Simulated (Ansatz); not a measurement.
# AlSi23HO48 defect cell: single point

The task, for AlSi23HO48 defect cell: 8 runs in a chain (single point).

Method: DFT PBE+D3(BJ), scalar-relativistic, plane waves, PAW, in Ansatz 0.2.0.

## Step 1: The starting structure

The structure is triclinic, space group P1 (No. 1). Conventional cell: a = 9.832 Å, b = 9.832 Å, c = 10.818 Å, α = 90.00°, β = 90.00°, γ = 120.00°. Si (site symmetry 1) is surrounded by 4 O at 1.62 to 1.63 Å. Around Si (site symmetry 1) lie 4 O at 1.62 to 1.64 Å. O (site symmetry 1) is surrounded by 2 Si at 1.63 to 1.64 Å. O (site symmetry 1) is surrounded by 2 Si at 1.63 Å. Around O (site symmetry 1) lie 2 Si at 1.62 Å. O (site symmetry 1) is surrounded by 2 Si at 1.62 to 1.63 Å. O (site symmetry 1) is surrounded by 2 Si at 1.62 to 1.64 Å. Only part of the 73 independent sites is listed.

Coordinates:

```cif
data_structure
_symmetry_space_group_name_H-M 'P 1'
_symmetry_Int_Tables_number 1
_cell_length_a 9.8316
_cell_length_b 9.8316
_cell_length_c 10.8182
_cell_angle_alpha 90.000
_cell_angle_beta 90.000
_cell_angle_gamma 120.000
_cell_volume 905.60
loop_
_atom_site_label
_atom_site_type_symbol
_atom_site_fract_x
_atom_site_fract_y
_atom_site_fract_z
_atom_site_occupancy
Si1 Si 0.27079 0.00015 0.16023 1
Si2 Si 0.00311 0.27388 0.33726 1
Si3 Si 0.22577 0.23272 0.00106 1
O1 O 0.06700 0.20146 0.44238 1
O2 O 0.29337 0.36357 0.11091 1
O3 O 0.14244 0.43808 0.28162 1
O4 O 0.20473 0.06878 0.05358 1
O5 O 0.35637 0.28341 0.38113 1
O6 O 0.43744 0.13642 0.21519 1
Si4 Si 0.26626 0.99635 0.66158 1
Si5 Si 0.99733 0.26954 0.83715 1
Si6 Si 0.23246 0.22407 0.49660 1
O7 O 0.05727 0.20094 0.95008 1
O8 O 0.30109 0.34612 0.60882 1
O9 O 0.13444 0.43353 0.78725 1
O10 O 0.20073 0.05380 0.54667 1
O11 O 0.35299 0.29618 0.88785 1
O12 O 0.42709 0.13776 0.72148 1
Si7 Si 0.26838 0.50202 0.16888 1
Si8 Si 0.00460 0.77041 0.33325 1
Si9 Si 0.23075 0.72808 0.99527 1
O13 O 0.07156 0.71361 0.44681 1
O14 O 0.30131 0.86718 0.09818 1
O15 O 0.14159 0.93030 0.27060 1
O16 O 0.20289 0.56748 0.05903 1
O17 O 0.36420 0.80360 0.38312 1
O18 O 0.43535 0.64070 0.22163 1
Al1 Al 0.26001 0.48562 0.66354 1
Si10 Si 0.99830 0.76606 0.83163 1
Si11 Si 0.23774 0.73554 0.49726 1
O19 O 0.06615 0.70237 0.94070 1
O20 O 0.30415 0.86412 0.61004 1
O21 O 0.13527 0.92727 0.77156 1
O22 O 0.21527 0.57371 0.54738 1
O23 O 0.35596 0.77876 0.88022 1
O24 O 0.45522 0.62068 0.73690 1
Si12 Si 0.76902 0.00998 0.16579 1
Si13 Si 0.49877 0.26303 0.32820 1
Si14 Si 0.72711 0.23496 0.99833 1
O25 O 0.56746 0.20103 0.43809 1
O26 O 0.79211 0.36397 0.10917 1
O27 O 0.63540 0.43190 0.27653 1
O28 O 0.69824 0.06889 0.05457 1
O29 O 0.86991 0.30558 0.39763 1
O30 O 0.93027 0.15143 0.22209 1
Si15 Si 0.76994 0.00285 0.66561 1
Si16 Si 0.48972 0.26907 0.82993 1
Si17 Si 0.73085 0.23360 0.50056 1
O31 O 0.56573 0.21551 0.93992 1
O32 O 0.77804 0.35689 0.61509 1
O33 O 0.61637 0.44059 0.76892 1
O34 O 0.70681 0.06948 0.55560 1
O35 O 0.85424 0.29268 0.88760 1
O36 O 0.93113 0.13755 0.72655 1
Si18 Si 0.76876 0.50191 0.16919 1
Si19 Si 0.50087 0.77287 0.33079 1
Si20 Si 0.74444 0.74466 0.00645 1
O37 O 0.57139 0.71435 0.44206 1
O38 O 0.80850 0.87856 0.11256 1
O39 O 0.63890 0.93752 0.27499 1
O40 O 0.71264 0.57825 0.06095 1
O41 O 0.86704 0.80139 0.38565 1
O42 O 0.93444 0.63426 0.22733 1
Si21 Si 0.75748 0.50063 0.66414 1
Si22 Si 0.50876 0.77017 0.84005 1
Si23 Si 0.73678 0.74008 0.49528 1
O43 O 0.57715 0.71789 0.95441 1
O44 O 0.79784 0.86549 0.60931 1
O45 O 0.63403 0.92975 0.77281 1
O46 O 0.70533 0.57295 0.55080 1
O47 O 0.86631 0.80038 0.89095 1
O48 O 0.92055 0.63170 0.72558 1
H1 H 0.49982 0.57443 0.74611 1
```

The structure rests on an entry of the Crystallography Open Database; cell or positions may have been set otherwise for this series.

## Step 2: Single point: AlSi23HO48 defect cell, no spin

The input, input.yaml:

```yaml
crystal:
  lattice:
    - [9.8316, 0.0, 0.0]
    - [-4.9158, 8.514415, 0.0]
    - [0.0, 0.0, 10.8182]
  atoms:
    - { symbol: Si, position: [0.270791, 0.00015238, 0.160228] }
    - { symbol: Si, position: [0.0031078, 0.273878, 0.337256] }
    - { symbol: Si, position: [0.225767, 0.232716, 0.0010558] }
    - { symbol: O, position: [0.066999, 0.201456, 0.442384] }
    - { symbol: O, position: [0.293368, 0.363573, 0.110912] }
    - { symbol: O, position: [0.142444, 0.438081, 0.281624] }
    - { symbol: O, position: [0.204728, 0.068782, 0.053579] }
    - { symbol: O, position: [0.356366, 0.283414, 0.381132] }
    - { symbol: O, position: [0.437435, 0.136423, 0.215189] }
    - { symbol: Si, position: [0.26626, 0.9963501, 0.661583] }
    - { symbol: Si, position: [0.9973292, 0.269535, 0.837151] }
    - { symbol: Si, position: [0.232457, 0.224068, 0.496595] }
    - { symbol: O, position: [0.057269, 0.200939, 0.950083] }
    - { symbol: O, position: [0.301087, 0.346121, 0.608823] }
    - { symbol: O, position: [0.134444, 0.433534, 0.787249] }
    - { symbol: O, position: [0.200733, 0.053805, 0.546667] }
    - { symbol: O, position: [0.352994, 0.296184, 0.887852] }
    - { symbol: O, position: [0.42709, 0.137759, 0.721478] }
    - { symbol: Si, position: [0.26838, 0.502017, 0.168881] }
    - { symbol: Si, position: [0.004604, 0.770405, 0.333245] }
    - { symbol: Si, position: [0.230749, 0.728077, 0.9952677] }
    - { symbol: O, position: [0.071558, 0.713613, 0.44681] }
    - { symbol: O, position: [0.301315, 0.867176, 0.098176] }
    - { symbol: O, position: [0.141589, 0.930296, 0.270604] }
    - { symbol: O, position: [0.202891, 0.567483, 0.059035] }
    - { symbol: O, position: [0.364202, 0.803603, 0.383117] }
    - { symbol: O, position: [0.435354, 0.6407, 0.221629] }
    - { symbol: Al, position: [0.260015, 0.485616, 0.663538] }
    - { symbol: Si, position: [0.9983032, 0.766062, 0.831627] }
    - { symbol: Si, position: [0.237744, 0.735544, 0.49726] }
    - { symbol: O, position: [0.066152, 0.702368, 0.940699] }
    - { symbol: O, position: [0.304146, 0.864122, 0.610036] }
    - { symbol: O, position: [0.135272, 0.927265, 0.771561] }
    - { symbol: O, position: [0.215266, 0.57371, 0.547382] }
    - { symbol: O, position: [0.355962, 0.77876, 0.880222] }
    - { symbol: O, position: [0.45522, 0.620683, 0.736898] }
    - { symbol: Si, position: [0.769023, 0.0099828, 0.165791] }
    - { symbol: Si, position: [0.498768, 0.263027, 0.328203] }
    - { symbol: Si, position: [0.727105, 0.234956, 0.9983316] }
    - { symbol: O, position: [0.56746, 0.201027, 0.438093] }
    - { symbol: O, position: [0.792112, 0.363966, 0.109168] }
    - { symbol: O, position: [0.635401, 0.431902, 0.276533] }
    - { symbol: O, position: [0.698238, 0.068891, 0.05457] }
    - { symbol: O, position: [0.869911, 0.305576, 0.397629] }
    - { symbol: O, position: [0.93027, 0.151433, 0.222093] }
    - { symbol: Si, position: [0.769937, 0.0028498, 0.665605] }
    - { symbol: Si, position: [0.489717, 0.269074, 0.829928] }
    - { symbol: Si, position: [0.730848, 0.233604, 0.500564] }
    - { symbol: O, position: [0.565732, 0.215511, 0.939921] }
    - { symbol: O, position: [0.778037, 0.356891, 0.615095] }
    - { symbol: O, position: [0.616369, 0.440585, 0.768916] }
    - { symbol: O, position: [0.706808, 0.069481, 0.5556] }
    - { symbol: O, position: [0.854238, 0.292675, 0.887601] }
    - { symbol: O, position: [0.931132, 0.137553, 0.72655] }
    - { symbol: Si, position: [0.768762, 0.501907, 0.169191] }
    - { symbol: Si, position: [0.500874, 0.772865, 0.330792] }
    - { symbol: Si, position: [0.744436, 0.74466, 0.0064547] }
    - { symbol: O, position: [0.571395, 0.714348, 0.44206] }
    - { symbol: O, position: [0.808499, 0.878563, 0.112562] }
    - { symbol: O, position: [0.638896, 0.937519, 0.274987] }
    - { symbol: O, position: [0.712642, 0.578248, 0.06095] }
    - { symbol: O, position: [0.867044, 0.80139, 0.385645] }
    - { symbol: O, position: [0.934444, 0.634255, 0.227332] }
    - { symbol: Si, position: [0.757478, 0.500633, 0.664139] }
    - { symbol: Si, position: [0.508757, 0.77017, 0.84005] }
    - { symbol: Si, position: [0.736776, 0.740085, 0.495276] }
    - { symbol: O, position: [0.577153, 0.71789, 0.954413] }
    - { symbol: O, position: [0.79784, 0.865486, 0.609311] }
    - { symbol: O, position: [0.634029, 0.929753, 0.772806] }
    - { symbol: O, position: [0.705334, 0.572953, 0.550798] }
    - { symbol: O, position: [0.866311, 0.800378, 0.890946] }
    - { symbol: O, position: [0.920551, 0.631705, 0.725582] }
    - { symbol: H, position: [0.49981865, 0.57442772, 0.74610748] }
scf:
  occupations: { method: gaussian, width: 0.02 }
output:
  stress: false
  eigenvalues: true
kpoints:
  mp_grid: { grid: [1, 1, 1] }
hamiltonian:
  xc: pbe
  dispersion: d3bj
```

Command:

```bash
ansatz run input.yaml --threads 4 --pin off --max-ram 16384MiB --backend cpu --events-out ev --progress --plain --runs-dir out
```

The log of the run, cut to the lines that bear on the results:

```text
Warning: RAYON_NUM_THREADS=4 ignored (pool sized by the plan → 4); use --threads N
[...]
Pseudopotentials: kind: paw
Pseudopotential: Si, paw, valence charge 4, recommended cutoff 420 eV (normal), Si.paw.azcp
Pseudopotential: O, paw, valence charge 6, recommended cutoff 420 eV (normal), O.paw.azcp
Pseudopotential: Al, paw, valence charge 3, recommended cutoff 420 eV (normal), Al.paw.azcp
Pseudopotential: H, paw, valence charge 1, recommended cutoff 420 eV (normal), H.paw.azcp
Functional definition: PBE
[...]
Crystal: 73 atoms, lattice volume = 905.595 Å³
Basis set: ecut = 420 eV, 17821 PW (Γ)
Bands: 265, of which v1, the nominal top of the filled ones, is band 192 counted from 1 (191 counted from 0)
Symmetry: 1 space group operations
Space group: P1 (ITA 1), of the structure as read, at distance tolerance 9.7e-5 Å
k-points: 1
[...]
SCF iter   1: F=—  HF=-42503.622322 eV  |F-HF|=—  |Δ(HF+E_count)|=         —  Δρ=1.45e-3  dr2=1.25e-2  ethr=1.77e-3  ⟨swp⟩=6.0  Hψ=1190  notcnv=0  defer=38
[...]
SCF iter   8: F=-42503.645653 eV  HF=-42503.645653 eV  |F-HF|=1.76e-8  |Δ(HF+E_count)|=   1.24e-7  Δρ=2.48e-6  dr2=3.97e-8  ethr=2.60e-11  ⟨swp⟩=11.0  Hψ=807  notcnv=0
[...]
SCF converged after 8 iterations
Free energy (F): -42503.645653 eV
[...]
E sigma→0 (E₀):  -42503.645653 eV
Fermi energy:    5.632043 eV
[...]
--- Band table (eV) ---
[...]
```

It took 7.4 s on 4 threads of Intel Xeon Platinum 8259CL at 2.50GHz (Skylake/Cascade Lake), shared host; peak memory 1 GiB.

## Step 3: Single point

Edit input.yaml of step 2 so:

```diff
@@ -78,3 +78,3 @@
     - { symbol: O, position: [0.920551, 0.631705, 0.725582] }
-    - { symbol: H, position: [0.49981865, 0.57442772, 0.74610748] }
+    - { symbol: H, position: [0.50324932, 0.57086963, 0.7468159] }
 scf:
```

Command:

```bash
ansatz run input.yaml --threads 4 --pin off --max-ram 16384MiB --backend cpu --events-out ev --progress --plain --runs-dir out
```

The log of the run, cut to the lines that bear on the results:

```text
[...]
SCF converged after 8 iterations
Free energy (F): -42504.520382 eV
[...]
E sigma→0 (E₀):  -42504.520382 eV
Fermi energy:    5.632637 eV
[...]
--- Band table (eV) ---
[...]
```

It took 7.3 s on 4 threads of Intel Xeon Platinum 8259CL at 2.50GHz (Skylake/Cascade Lake), shared host; peak memory 1.1 GiB.

## Step 4: Single point

Edit input.yaml of step 3 so:

```diff
@@ -78,3 +78,3 @@
     - { symbol: O, position: [0.920551, 0.631705, 0.725582] }
-    - { symbol: H, position: [0.50324932, 0.57086963, 0.7468159] }
+    - { symbol: H, position: [0.50667998, 0.56731153, 0.74752433] }
 scf:
```

Command:

```bash
ansatz run input.yaml --threads 4 --pin off --max-ram 16384MiB --backend cpu --events-out ev --progress --plain --runs-dir out
```

The log of the run, cut to the lines that bear on the results:

```text
[...]
SCF converged after 8 iterations
Free energy (F): -42504.981752 eV
[...]
E sigma→0 (E₀):  -42504.981752 eV
Fermi energy:    5.632545 eV
[...]
--- Band table (eV) ---
[...]
```

Run time: 8.3 s. Hardware: 4 threads of Intel Xeon Platinum 8259CL at 2.50GHz (Skylake/Cascade Lake), shared host; peak memory 1 GiB.

## Step 5: Single point

Edit input.yaml of step 4 so:

```diff
@@ -78,3 +78,3 @@
     - { symbol: O, position: [0.920551, 0.631705, 0.725582] }
-    - { symbol: H, position: [0.50667998, 0.56731153, 0.74752433] }
+    - { symbol: H, position: [0.51011065, 0.56375343, 0.74823275] }
 scf:
```

Command:

```bash
ansatz run input.yaml --threads 4 --pin off --max-ram 16384MiB --backend cpu --events-out ev --progress --plain --runs-dir out
```

The log of the run, cut to the lines that bear on the results:

```text
Warning: RAYON_NUM_THREADS=4 ignored (pool sized by the plan → 4); use --threads N
[...]
[... 6 set-up lines as earlier in the session ...]
[...]
Crystal: 73 atoms, lattice volume = 905.595 Å³
Basis set: ecut = 420 eV, 17821 PW (Γ)
Bands: 265, of which v1, the nominal top of the filled ones, is band 192 counted from 1 (191 counted from 0)
[... 2 set-up lines as earlier in the session ...]
k-points: 1
[...]
SCF iter   1: F=—  HF=-42505.144026 eV  |F-HF|=—  |Δ(HF+E_count)|=         —  Δρ=1.35e-3  dr2=1.26e-2  ethr=1.77e-3  ⟨swp⟩=6.0  Hψ=1189  notcnv=0  defer=38
[...]
SCF iter   8: F=-42505.171484 eV  HF=-42505.171484 eV  |F-HF|=5.38e-10  |Δ(HF+E_count)|=   1.36e-7  Δρ=1.42e-6  dr2=1.30e-8  ethr=2.60e-11  ⟨swp⟩=11.0  Hψ=807  notcnv=0
[...]
SCF converged after 8 iterations
Free energy (F): -42505.171484 eV
[...]
E sigma→0 (E₀):  -42505.171484 eV
Fermi energy:    5.631368 eV
[...]
--- Band table (eV) ---
[...]
```

It took 7.2 s on 4 threads of Intel Xeon Platinum 8259CL at 2.50GHz (Skylake/Cascade Lake), shared host; peak memory 1 GiB.

## Step 6: Single point

Edit input.yaml of step 5 so:

```diff
@@ -78,3 +78,3 @@
     - { symbol: O, position: [0.920551, 0.631705, 0.725582] }
-    - { symbol: H, position: [0.51011065, 0.56375343, 0.74823275] }
+    - { symbol: H, position: [0.51411309, 0.55960232, 0.74905924] }
 scf:
```

Command:

```bash
ansatz run input.yaml --threads 4 --pin off --max-ram 16384MiB --backend cpu --events-out ev --progress --plain --runs-dir out
```

The log of the run, cut to the lines that bear on the results:

```text
[...]
SCF converged after 7 iterations
Free energy (F): -42505.174248 eV
[...]
E sigma→0 (E₀):  -42505.174248 eV
Fermi energy:    5.628001 eV
[...]
--- Band table (eV) ---
[...]
```

It took 6.6 s on 4 threads of Intel Xeon Platinum 8259CL at 2.50GHz (Skylake/Cascade Lake), shared host; peak memory 1 GiB.

## Step 7: Single point

Edit input.yaml of step 6 so:

```diff
@@ -78,3 +78,3 @@
     - { symbol: O, position: [0.920551, 0.631705, 0.725582] }
-    - { symbol: H, position: [0.51411309, 0.55960232, 0.74905924] }
+    - { symbol: H, position: [0.51868731, 0.55485819, 0.7500038] }
 scf:
```

Command:

```bash
ansatz run input.yaml --threads 4 --pin off --max-ram 16384MiB --backend cpu --events-out ev --progress --plain --runs-dir out
```

The log of the run, cut to the lines that bear on the results:

```text
Warning: RAYON_NUM_THREADS=4 ignored (pool sized by the plan → 4); use --threads N
[...]
[... 6 set-up lines as earlier in the session ...]
[...]
Crystal: 73 atoms, lattice volume = 905.595 Å³
Basis set: ecut = 420 eV, 17821 PW (Γ)
Bands: 265, of which v1, the nominal top of the filled ones, is band 192 counted from 1 (191 counted from 0)
[... 2 set-up lines as earlier in the session ...]
k-points: 1
[...]
SCF iter   1: F=—  HF=-42504.972216 eV  |F-HF|=—  |Δ(HF+E_count)|=         —  Δρ=1.35e-3  dr2=1.33e-2  ethr=1.77e-3  ⟨swp⟩=6.0  Hψ=1187  notcnv=0  defer=37
[...]
SCF iter   8: F=-42505.011086 eV  HF=-42505.011086 eV  |F-HF|=2.90e-9  |Δ(HF+E_count)|=   9.17e-8  Δρ=1.28e-6  dr2=1.39e-8  ethr=2.60e-11  ⟨swp⟩=11.0  Hψ=764  notcnv=0
[...]
SCF converged after 8 iterations
Free energy (F): -42505.011086 eV
[...]
E sigma→0 (E₀):  -42505.011086 eV
Fermi energy:    5.620041 eV
[...]
--- Band table (eV) ---
[...]
```

Run time: 8 s. Hardware: 4 threads of Intel Xeon Platinum 8259CL at 2.50GHz (Skylake/Cascade Lake), shared host; peak memory 1 GiB.

## Step 8: Single point

Edit input.yaml of step 7 so:

```diff
@@ -78,3 +78,3 @@
     - { symbol: O, position: [0.920551, 0.631705, 0.725582] }
-    - { symbol: H, position: [0.51868731, 0.55485819, 0.7500038] }
+    - { symbol: H, position: [0.52440509, 0.54892802, 0.75118451] }
 scf:
```

Command:

```bash
ansatz run input.yaml --threads 4 --pin off --max-ram 16384MiB --backend cpu --events-out ev --progress --plain --runs-dir out
```

The log of the run, cut to the lines that bear on the results:

```text
Warning: RAYON_NUM_THREADS=4 ignored (pool sized by the plan → 4); use --threads N
[...]
[... 6 set-up lines as earlier in the session ...]
[...]
Crystal: 73 atoms, lattice volume = 905.595 Å³
Basis set: ecut = 420 eV, 17821 PW (Γ)
Bands: 265, of which v1, the nominal top of the filled ones, is band 192 counted from 1 (191 counted from 0)
[... 2 set-up lines as earlier in the session ...]
k-points: 1
[...]
SCF iter   1: F=—  HF=-42504.677116 eV  |F-HF|=—  |Δ(HF+E_count)|=         —  Δρ=1.38e-3  dr2=1.60e-2  ethr=1.77e-3  ⟨swp⟩=6.0  Hψ=1192  notcnv=0  defer=37
[...]
SCF iter   8: F=-42504.703659 eV  HF=-42504.703659 eV  |F-HF|=9.68e-9  |Δ(HF+E_count)|=   1.92e-7  Δρ=2.30e-6  dr2=3.42e-8  ethr=2.60e-11  ⟨swp⟩=11.0  Hψ=756  notcnv=0
[...]
SCF converged after 8 iterations
Free energy (F): -42504.703659 eV
[...]
E sigma→0 (E₀):  -42504.703659 eV
Fermi energy:    5.601046 eV
[...]
--- Band table (eV) ---
[...]
```

Wall time 7.5 s (4 threads of Intel Xeon Platinum 8259CL at 2.50GHz (Skylake/Cascade Lake), shared host); peak memory 1 GiB.

## Step 9: Single point

Edit input.yaml of step 8 so:

```diff
@@ -78,3 +78,3 @@
     - { symbol: O, position: [0.920551, 0.631705, 0.725582] }
-    - { symbol: H, position: [0.52440509, 0.54892802, 0.75118451] }
+    - { symbol: H, position: [0.53126642, 0.54181183, 0.75260135] }
 scf:
```

Command:

```bash
ansatz run input.yaml --threads 4 --pin off --max-ram 16384MiB --backend cpu --events-out ev --progress --plain --runs-dir out
```

The log of the run, cut to the lines that bear on the results:

```text
Warning: RAYON_NUM_THREADS=4 ignored (pool sized by the plan → 4); use --threads N
[...]
[... 6 set-up lines as earlier in the session ...]
[...]
Crystal: 73 atoms, lattice volume = 905.595 Å³
Basis set: ecut = 420 eV, 17821 PW (Γ)
Bands: 265, of which v1, the nominal top of the filled ones, is band 192 counted from 1 (191 counted from 0)
[... 2 set-up lines as earlier in the session ...]
k-points: 1
[...]
SCF iter   1: F=—  HF=-42504.325241 eV  |F-HF|=—  |Δ(HF+E_count)|=         —  Δρ=1.54e-3  dr2=2.67e-2  ethr=1.77e-3  ⟨swp⟩=6.0  Hψ=1191  notcnv=0  defer=36
[...]
SCF iter   8: F=-42504.348811 eV  HF=-42504.348811 eV  |F-HF|=3.28e-8  |Δ(HF+E_count)|=   3.89e-7  Δρ=3.73e-6  dr2=8.97e-8  ethr=2.60e-11  ⟨swp⟩=11.0  Hψ=863  notcnv=0
[...]
SCF converged after 8 iterations
Free energy (F): -42504.348811 eV
[...]
E sigma→0 (E₀):  -42504.348811 eV
Fermi energy:    5.565312 eV
[...]
--- Band table (eV) ---
[...]
```

Run time: 7.3 s. Hardware: 4 threads of Intel Xeon Platinum 8259CL at 2.50GHz (Skylake/Cascade Lake), shared host; peak memory 1 GiB.

## Step 10: Results

```
step  energy above the lowest (eV)  gap on the mesh (eV)   time
   2                         1.529                  5.44  7.4 s
   3                         0.654                  5.43  7.3 s
   4                         0.192                  5.42  8.3 s
   5                         0.003                  5.40  7.2 s
   6                         0.000                  5.37  6.6 s
   7                         0.163                  5.33    8 s
   8                         0.471                  5.25  7.5 s
   9                         0.825                  5.12  7.3 s
```

**Reading.** The values hold for the settings typed; their convergence was not tested in this session.

These are semilocal Kohn-Sham gaps, which aren't the measured quantity. Such gaps usually fall short of the measured ones.
